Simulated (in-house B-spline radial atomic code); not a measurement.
# Te⁹⁺: ionisation energy by several methods

The task here is to estimate one member of a computed series from the others.

Program: in-house B-spline radial atomic code version 1. Level of theory: scalar-relativistic (X2C), several functionals, spin-polarised; spherical all-electron atom at the radial basis limit. These are calculated values, not measurements, unless marked.

## What is computed

| Item | Value |
| --- | --- |
| element | tellurium (Z = 52) |
| charge | +9 |
| electrons | 43 |
| configuration | [Kr] 4d7 |
| nucleus | Fermi, rms radius 4.742 fm |

Outer shells as boxes (Hund's rule):

[Kr] 4d7
```
[Kr] core
4d [↑↓][↑↓][↑ ][↑ ][↑ ]
```

Where spins are not typed, each open shell is filled with up spins first.

Set-up of the first run:

Settings of the run:

```ini
Z = 52
electrons = 43.0
configuration = [Kr] 4d7
hamiltonian = x2c
method = pbe,pbe
spin_polarised = True
nucleus = fermi
rms_radius = 4.7423
mass_number = 130
atomic_mass = 129.906222745
speed_of_light = 137.035999084
```

Among the steps run: PBE, a GGA; M06-L, a meta-GGA; AM05, a GGA; OLYP, a GGA; revTPSS, a meta-GGA.

One of the session's tables, all rows but one given; the rest of the session is left out.

| method | ΔSCF (eV) |
| --- | --- |
| PBE | 192.06 |
| AM05 | 192.15 |
| OLYP | ? |
| M06-L | 191.97 |
| revTPSS | 191.83 |

Q: Estimate the row for OLYP from the others.

**Answer.** ΔSCF (eV): 192.61. In the column «ΔSCF (eV)» it is the highest.

Limits of these values: Meta-GGA runs start from a PBE run whose iterations are not counted.
